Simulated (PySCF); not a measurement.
# HMn (MnH): the cost of one run

Method: levels as typed in each script, gas phase, geometry from GFN2-xTB; program: PySCF 2.14.0.

## (1) Starting geometry

2 atoms, charge 0, spin multiplicity 7.

Bond lengths: Mn1–H2 1.624 Å.

Coordinates:

```xyz
2
HMn
Mn    0.0625    0.0000    0.0000
H    -1.5617    0.0000    0.0000
```

## (2) Density, bond paths and surface potential (PBE/def2-tzvp)

The input, input.py:

```python
import numpy as np
from pyscf import gto, scf, dft
from pyscf.scf import atom_ks, atom_hf
from scipy.linalg import block_diag

def solve(mol, dm0=None, hcore=None):
    mf = (dft.UKS if mol.spin else dft.RKS)(mol, xc='pbe')
    mf.grids.level = 3
    mf = mf.density_fit(auxbasis='def2-universal-jkfit')
    mf.conv_tol, mf.max_cycle = 1e-8, 80
    if hcore is not None:
        mf.get_hcore = lambda *args: hcore
    mf.kernel(dm0)
    if not mf.converged:
        mf = mf.newton().run(mf.mo_coeff, mf.mo_occ, max_cycle=30)
    assert mf.converged, 'SCF not converged'
    return mf

mol = gto.M(atom='''
Mn     0.06247     0.00000     0.00000
H     -1.56166     0.00000     0.00000
''', basis='def2-tzvp', charge=0, spin=6, verbose=4)
mf = solve(mol)
mf.analyze()
# spherically averaged free atoms, for the promolecule
atm = atom_ks.get_atm_nrks(mol, xc='pbe')
pro = block_diag(*[(atm[a[0]][2] * atm[a[0]][3]) @ atm[a[0]][2].T for a in mol._atom])
np.savez('result.npz', e=mf.e_tot, c=mf.mo_coeff, occ=mf.mo_occ, eps=mf.mo_energy, pro=pro, dip=mf.dip_moment(verbose=0), s2=mf.spin_square()[0])
```

The run is started by

```
OMP_NUM_THREADS=1 python input.py
```

Q: Estimate wall time and peak memory on 1 thread of Arm Neoverse V2, shared host.

About 4 s, with a peak of 0.17 GiB.
